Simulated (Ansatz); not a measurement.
ScB₂, space group P6/mmm, a phonon calculation by linear response

Program: Ansatz's Python interface.

Notebook, run cell by cell (the value of a cell's last expression is shown):

```python
from pathlib import Path

import ansatz as az
from ase import Atoms
import numpy as np
```

```python
atoms = Atoms(
    ["Sc", "B", "B"],
    scaled_positions=[
        [0.0, 0.0, 0.0],
        [1 / 3, 2 / 3, 0.5],
        [2 / 3, 1 / 3, 0.5],
    ],
    cell=[
        [3.15, 0.0, 0.0],
        [-1.575, 2.72798, 0.0],
        [0.0, 0.0, 3.52],
    ],
    pbc=True,
)
xtal = az.Crystal.from_ase(atoms)
```

```python
len(xtal.resolved().sites)
```

    3

```python
calculation = (
    xtal.calculation()
    .occupations(az.OccupationsMethod.GAUSSIAN)
    .functional(az.Functional.LDA)
    .kpoints(12, 12, 10)
    .phonons("dfpt", points=[(0, 0, 0), (0.5, 0, 0)])
)
res = calculation.run(threads=1, runs_dir="runs")
ph = res.phonons
```

    DeckWarning: basis.ecutwfc = 420 eV, auto-derived from the records' recommended cutoffs: set by Sc (normal level)

```python
for q in ph.qpoints:
    thz = np.asarray(q.omega_inv_cm) / 33.35641
    print("q = ({:.2f}, {:.2f}, {:.2f})".format(*q.q_frac), np.round(thz, 2) + 0.0, "THz")
```

    q = (0.00, 0.00, 0.00) [ 0.    0.    0.   11.95 12.17 12.17 18.42 23.14 23.14] THz
    q = (0.50, 0.00, 0.00) [ 7.69  8.08  8.98 13.93 14.39 16.25 19.37 20.3  21.93] THz

Reading the output:
- Spin is left out of this run.
- The cell isn't relaxed first, so the values belong to this volume.
- The structure is a deposited one; some such entries were measured under pressure or heat, so a shift against it needn't be the functional's error alone.
- Warnings are shown shortened and without file and line.
- The structure is taken as given; imaginary modes can come from an unrelaxed or unstable start. Phonons of metals also depend on mesh and smearing.
- Finished in 2.5 min on 1 thread of AMD EPYC (Zen 3) (shared host), peak memory 0.85 GiB.

(Lines on the test bed's own set-up are left out of the output.)
